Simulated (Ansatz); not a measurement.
# TaW7S16 (Tungstenite): the cost of one run

Computed with Ansatz 0.2.0 (DFT, PBE, plane-wave PAW, default files, scalar-relativistic, as far as a step names no other, unless a step's input says otherwise).

The COD entry's cell or inner coordinates are ideal or old and differ from later refinements, so a difference from it is no clean test against experiment.

### Step 1. The starting structure

It takes space group P-6m2 (No. 187, hexagonal). Conventional cell: a = 6.360 Å, b = 6.360 Å, c = 12.500 Å, α = 90.00°, β = 90.00°, γ = 120.00°. Ta (site symmetry -6m2) has 6 S at 2.41 Å as nearest neighbours. Around W (site symmetry mm2) lie 6 S at 2.41 Å. Around W (site symmetry -6m2) lie 6 S at 2.41 Å. S (site symmetry 3m) is surrounded by 3 W at 2.41 Å. S (site symmetry m) is surrounded by 3 W at 2.41 Å. Around S (site symmetry m) lie 2 W at 2.41 Å and 1 Ta at 2.41 Å.

As a file:

```cif
data_structure
_symmetry_space_group_name_H-M 'P-6m2'
_symmetry_Int_Tables_number 187
_cell_length_a 6.3600
_cell_length_b 6.3600
_cell_length_c 12.5000
_cell_angle_alpha 90.000
_cell_angle_beta 90.000
_cell_angle_gamma 120.000
_cell_volume 437.88
loop_
_atom_site_label
_atom_site_type_symbol
_atom_site_symmetry_multiplicity
_atom_site_Wyckoff_symbol
_atom_site_fract_x
_atom_site_fract_y
_atom_site_fract_z
_atom_site_occupancy
Ta1 Ta 1 a 0.00000 0.00000 0.00000 1
W1 W 3 j 0.00000 0.50000 0.00000 1
W2 W 3 k 0.16667 0.83333 0.50000 1
W3 W 1 f 0.66667 0.33333 0.50000 1
S1 S 2 g 0.00000 0.00000 0.37500 1
S2 S 6 n 0.00000 0.50000 0.37500 1
S3 S 6 n 0.16667 0.83333 0.87500 1
S4 S 2 i 0.66667 0.33333 0.87500 1
```

Atom 1 of the input is the impurity.

### Step 2. First run, atoms as given

File input.yaml:

```yaml
crystal:
  lattice:
    - [6.36, 0.0, 0.0]
    - [-3.18, 5.507921568, 0.0]
    - [0.0, 0.0, 12.5]
  atoms:
    - { symbol: Ta, position: [0.1666666666, 0.3333333334, 0.25] }
    - { symbol: W, position: [0.1666666666, 0.8333333334, 0.25] }
    - { symbol: W, position: [0.6666666666, 0.3333333334, 0.25] }
    - { symbol: W, position: [0.6666666666, 0.8333333334, 0.25] }
    - { symbol: W, position: [0.3333333334, 0.1666666666, 0.75] }
    - { symbol: W, position: [0.3333333334, 0.6666666666, 0.75] }
    - { symbol: W, position: [0.8333333334, 0.1666666666, 0.75] }
    - { symbol: W, position: [0.8333333334, 0.6666666666, 0.75] }
    - { symbol: S, position: [0.1666666666, 0.3333333334, 0.625] }
    - { symbol: S, position: [0.1666666666, 0.8333333334, 0.625] }
    - { symbol: S, position: [0.6666666666, 0.3333333334, 0.625] }
    - { symbol: S, position: [0.6666666666, 0.8333333334, 0.625] }
    - { symbol: S, position: [0.3333333334, 0.1666666666, 0.125] }
    - { symbol: S, position: [0.3333333334, 0.6666666666, 0.125] }
    - { symbol: S, position: [0.8333333334, 0.1666666666, 0.125] }
    - { symbol: S, position: [0.8333333334, 0.6666666666, 0.125] }
    - { symbol: S, position: [0.1666666666, 0.3333333334, 0.875] }
    - { symbol: S, position: [0.1666666666, 0.8333333334, 0.875] }
    - { symbol: S, position: [0.6666666666, 0.3333333334, 0.875] }
    - { symbol: S, position: [0.6666666666, 0.8333333334, 0.875] }
    - { symbol: S, position: [0.3333333334, 0.1666666666, 0.375] }
    - { symbol: S, position: [0.3333333334, 0.6666666666, 0.375] }
    - { symbol: S, position: [0.8333333334, 0.1666666666, 0.375] }
    - { symbol: S, position: [0.8333333334, 0.6666666666, 0.375] }
total_charge: 1
kpoints:
  mp_grid: { grid: [4, 4, 2] }
scf:
  occupations: { method: fermi_dirac, width: 0.01 }
hamiltonian:
  xc: pbe
  pseudopotentials: { kind: paw }
output:
  forces: true
  stress: true
  populations: true
  efg:
    quadrupole_moments_barn: { Ta: 3.17, S: -0.0694 }
    contact_densities: true
  write_density: true
  write_potential: true
  elf: true
  volumetric_format: npy
```

Command:

```sh
ansatz run input.yaml --threads 1 --pin off --max-ram 3072MiB --backend cpu --events-out ev --progress --plain --runs-dir out
```

What time and memory should one allow on 1 thread of Arm Neoverse V2, shared host?

About 64 s, with a peak of 0.9 GiB.
